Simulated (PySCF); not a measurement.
# C7H5FO2 (4-Hydroxybenzoyl fluoride (2n)): the cost of one run

Programs: PySCF 2.14.0, with density-fitted response routines of our own. Each step states its level of theory. These are calculated values for one molecule, in the gas phase or a continuum, unless marked as measured. Atoms count from 0, in the outputs and in this text.

**1. The starting structure**

15 atoms, charge 0, multiplicity 1; geometry from: GFN2-xTB. The atoms were then displaced at random by about 0.01 Å, so the start is not that level's minimum.

Bonds of the start (Å): O0–C1 1.19, C1–F2 1.37, C1–C3 1.42, C3–C4 1.42, C4–C5 1.38, C5–C6 1.38, C6–O7 1.34, C6–C8 1.40, C8–C9 1.37, C9–C3 1.42, C4–H10 1.07, C5–H11 1.07, O7–H12 0.99, C8–H13 1.08, C9–H14 1.07.

**2. Relaxing the molecule at PBE0-D3(BJ)/def2-TZVP**

What the job is given:

```
{"job": {"xc": "PBE0", "basis": "def2-TZVP", "d3": "d3bj", "grid": 2, "shake": 0.01, "kind": "geom"}, "charge": 0, "multiplicity": 1}
O      3.221310     1.184170     0.292120
C      2.561630     0.264240    -0.061130
F      3.215990    -0.824940    -0.562080
C      1.157770     0.074720    -0.049330
C      0.520660    -1.107820    -0.520540
C     -0.848760    -1.233320    -0.479500
C     -1.631950    -0.205960     0.019650
O     -2.961710    -0.377550     0.028240
C     -1.046330     0.974770     0.502100
C      0.322030     1.102860     0.460780
H      1.128120    -1.903320    -0.886560
H     -1.320470    -2.135110    -0.823130
H     -3.450050     0.402990     0.389280
H     -1.679310     1.771700     0.875250
H      0.795720     1.995190     0.807630
```

The run is started by

```console
$ OMP_NUM_THREADS=2 python probes_run.py task.json out
```

The driver reads the jobs from task.json and runs them one after another.

**Question.** How long does this first job take on 2 threads of Intel Xeon at 2.50GHz, shared host, and how much memory does it need?

About 18 min, with a peak of 2.6 GiB.
